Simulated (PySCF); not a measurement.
# C5H9BO2: the cost of one run

Programs: PySCF 2.14.0, with routines of our own; each step states its level. All values are computed. Atoms count from 0.

## Step 1: The starting structure

17 atoms, charge 0, multiplicity 1; geometry from: GFN2-xTB.

## Step 2: Geometry optimisation at PBE0-D3(BJ)/def2-SVP

The job: settings as JSON, then the geometry in Å.

```
{"job": {"xc": "PBE0", "basis": "def2-SVP", "d3": "d3bj", "grid": 1, "kind": "geom"}, "charge": 0, "multiplicity": 1}
C     -2.337846     1.232319    -0.258756
C     -1.457528     0.253910    -0.040958
C     -1.888735    -1.084985     0.477088
C     -0.043609     0.470890    -0.308646
C      0.942170    -0.423426    -0.163270
B      2.459243    -0.157579    -0.463400
O      2.956246     1.028363    -0.919414
O      3.331560    -1.169472    -0.255930
H     -2.036151     2.197125    -0.631255
H     -3.391130     1.104293    -0.074799
H     -1.672469    -1.860590    -0.256263
H     -2.955406    -1.088864     0.685425
H     -1.351277    -1.326169     1.392540
H      0.191248     1.471108    -0.661368
H      0.693302    -1.415321     0.187235
H      2.313312     1.721911    -1.053228
H      4.240071    -0.941484    -0.456568
```

On the command line:

```sh
$ OMP_NUM_THREADS=1 python excited_run.py task.json out
```

This one command runs all jobs of the session in turn.

Q: Estimate the wall time and peak memory of this first job on 1 thread of Arm Neoverse V1, shared host.

About 44 s, with a peak of 0.7 GiB.
